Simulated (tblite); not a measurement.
# C8H13N2: the cost of one run

Programs: tblite 0.8.0 and PySCF 2.14.0, with density-fitted response routines of our own. Each step states its level of theory. These are calculated values for one molecule in the gas phase, unless marked as measured. Atoms are numbered from 0 throughout.

**1. The molecule as given**

23 atoms, charge 1, multiplicity 1; geometry from: force field or distance geometry start.

Bonds of the start (Å): C0–N1 1.45, N1–C2 1.42, C2–C3 1.54, C3–C4 1.52, C4–C5 1.50, C2–C6 1.45, C6–C7 1.44, C7–N8 1.40, N8–C9 1.46, N8–N1 1.54, C5–C3 1.51, C0–H10 1.09, C0–H11 1.10, C0–H12 1.10, C3–H13 1.08, C4–H14 1.09, C4–H15 1.08, C5–H16 1.09, C5–H17 1.09, C6–H18 1.08, C7–H19 1.08, C9–H20 1.09, C9–H21 1.10, C9–H22 1.08.

**2. Geometry optimisation with GFN2-xTB**

What the job is given:

```
{"job": {"kind": "relax", "xc": "GFN2-xTB", "basis": "xTB"}, "charge": 1, "multiplicity": 1}
C     -0.712500     1.661700     0.755000
N     -0.675600     0.392900     0.058600
C      0.424200    -0.237100    -0.582300
C      1.842100     0.356200    -0.715700
C      3.025400    -0.490700    -0.289500
C      2.603400     0.676800     0.546400
C     -0.013800    -1.502900    -1.141500
C     -1.399900    -1.665700    -0.790600
N     -1.866500    -0.571700    -0.061100
C     -3.191700    -0.311800     0.493200
H      0.033700     2.337600     0.349300
H     -1.710000     2.110800     0.614800
H     -0.546100     1.498000     1.830300
H      1.984800     1.011400    -1.558000
H      3.938000    -0.384400    -0.870700
H      2.863900    -1.481400     0.118300
H      3.243200     1.561100     0.546500
H      2.162000     0.456200     1.513700
H      0.601500    -2.193300    -1.690500
H     -2.072800    -2.479700    -1.013500
H     -3.089000    -0.054000     1.551700
H     -3.639000     0.527700    -0.050200
H     -3.810000    -1.190500     0.395900
```

Command:

```console
OMP_NUM_THREADS=1 python probes_run.py task.json out
```

The driver reads the jobs from task.json and runs them one after another.

Q: Estimate the wall time of this first job on 1 thread of Arm Neoverse V1, shared host.

About 1.7 s.
